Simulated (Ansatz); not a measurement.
The same calculation of CH₄ClFGe, SMILES F[CH2][GeH2][Cl] as a Python script and as an input file (Ansatz 0.2.0 through its Python package).

`run_opt.py`
```python
"""Minimum-energy structure of CH4ClFGe."""

from dataclasses import dataclass
import itertools

import ansatz
from ase import Atoms
from ase.data import atomic_numbers, covalent_radii
import numpy as np
import pandas as pd


@dataclass(frozen=True)
class Settings:
    basis_set: str = "def2-SVP"
    functional: str = "PBE0"


cfg = Settings()


def main() -> None:
    atoms = Atoms(["F", "C", "Ge", "Cl", "H", "H", "H", "H"], positions=[
        [-1.3783, 0.3372, 1.2808],
        [-0.475, 0.8431, 0.3848],
        [0.5083, -0.6543, -0.3356],
        [-0.7234, -1.9884, -1.3703],
        [-0.9659, 1.3751, -0.4665],
        [0.2157, 1.5541, 0.9125],
        [1.6461, -0.13, -1.3004],
        [1.2647, -1.394, 0.839],
    ])
    geometry = ansatz.Crystal.molecule_from_ase(atoms)

    base = (
        geometry.calculation()
        .basis(gaussian=cfg.basis_set)
        .functional(cfg.functional)
    )
    symbols = [site.symbol for site in geometry.cartesian_sites]
    start = np.array([site.position_ang for site in geometry.cartesian_sites], dtype=float)
    rep = base.relax(force_tolerance=0.02, max_steps=100).run().report
    end = np.array(rep["positions_ang"])

    print(f"E = {rep['free_energy_ev']:.6f} eV = {rep['free_energy_ev'] / 27.211386246:.7f} Ha")
    print("converged:", rep["converged"], " doubts:", rep["published_state_doubts"] or "none")

    # pairs closer than 1.2 times the sum of covalent radii, before or after
    radius = [covalent_radii[atomic_numbers[s]] for s in symbols]
    span = lambda where, i, j: np.linalg.norm(where[i] - where[j])
    bonded = [(i, j) for i, j in itertools.combinations(range(len(symbols)), 2) if min(span(start, i, j), span(end, i, j)) < 1.2 * (radius[i] + radius[j])]
    print("pair        before    after (A)")
    for i, j in bonded:
        print(f"{symbols[i]}{i}-{symbols[j]}{j}".ljust(10), f"{span(start, i, j):8.4f} {span(end, i, j):8.4f}")
    for first, second in list(itertools.combinations(bonded, 2)):
        shared = set(first) & set(second)
        if shared and symbols[(j := shared.pop())] != "H":
            i, k = sorted((set(first) | set(second)) - {j})
            u, v = end[i] - end[j], end[k] - end[j]
            angle = np.degrees(np.arccos(np.clip(u @ v / np.linalg.norm(u) / np.linalg.norm(v), -1, 1)))
            print(f"final angle {symbols[i]}{i}-{symbols[j]}{j}-{symbols[k]}{k}: {angle:.2f} deg")

    charges = rep["charge_distribution"]
    table = pd.DataFrame({"atom": symbols, "mulliken": charges["mulliken_charges_e"], "lowdin": charges["lowdin_charges_e"]})
    print(table.round(3).to_string())
    print("dipole (e A):", np.round(charges["dipole_moment_e_ang"], 4) + 0.0)
    with open("ch4clfge_opt.xyz", "w") as handle:
        handle.write(f"{len(symbols)}\nrelaxed CH4ClFGe\n")
        handle.writelines(f"{s:2s} {x:11.6f} {y:11.6f} {z:11.6f}\n" for s, (x, y, z) in zip(symbols, end))


if __name__ == "__main__":
    main()
```

Running `python run_opt.py` prints:
```text
E = -72831.524947 eV = -2676.5091748 Ha
converged: True  doubts: none
pair        before    after (A)
F0-C1        1.3692   1.3713
C1-Ge2       1.9308   1.9660
C1-H4        1.1175   1.1034
C1-H5        1.1230   1.1053
Ge2-Cl3      2.0899   2.1659
Ge2-H6       1.5812   1.5381
Ge2-H7       1.5808   1.5341
final angle F0-C1-Ge2: 110.27 deg
final angle F0-C1-H4: 109.71 deg
final angle F0-C1-H5: 109.49 deg
final angle Ge2-C1-H4: 109.79 deg
final angle Ge2-C1-H5: 109.43 deg
final angle C1-Ge2-Cl3: 108.19 deg
final angle C1-Ge2-H6: 110.73 deg
final angle C1-Ge2-H7: 111.02 deg
final angle H4-C1-H5: 108.12 deg
final angle Cl3-Ge2-H6: 106.97 deg
final angle Cl3-Ge2-H7: 107.33 deg
final angle H6-Ge2-H7: 112.38 deg
  atom  mulliken  lowdin
0    F    -0.269   0.022
1    C     0.059  -0.020
2   Ge     0.453  -0.029
3   Cl    -0.276   0.117
4    H     0.070   0.002
5    H     0.062   0.001
6    H    -0.058  -0.049
7    H    -0.042  -0.044
dipole (e A): [0.3854 0.4072 0.0103]
```

`input.yaml`:
```yaml
crystal:
  periodic: [false, false, false]
  atoms:
    - { symbol: F, position_ang: [-1.3783, 0.3372, 1.2808] }
    - { symbol: C, position_ang: [-0.475, 0.8431, 0.3848] }
    - { symbol: Ge, position_ang: [0.5083, -0.6543, -0.3356] }
    - { symbol: Cl, position_ang: [-0.7234, -1.9884, -1.3703] }
    - { symbol: H, position_ang: [-0.9659, 1.3751, -0.4665] }
    - { symbol: H, position_ang: [0.2157, 1.5541, 0.9125] }
    - { symbol: H, position_ang: [1.6461, -0.13, -1.3004] }
    - { symbol: H, position_ang: [1.2647, -1.394, 0.839] }
basis:
  gaussian:
    orbitals: def2-SVP
hamiltonian:
  xc: pbe0
relax:
  f_tol: 0.02
  max_steps: 100
```

Reading the output:
- Total energies depend on the basis set; only differences at equal settings carry meaning.
- The end point is the stationary point reached from this start; no frequency run checks that it is a minimum, and the basis set is modest.
- The Löwdin charges here are taken after orthogonalising the functions within each atom; they differ from plain Löwdin charges, and their signs can be unphysical.
- The whole script took 46 s on 1 thread of Arm Neoverse V1, with other jobs on the host, peak memory 0.31 GiB.
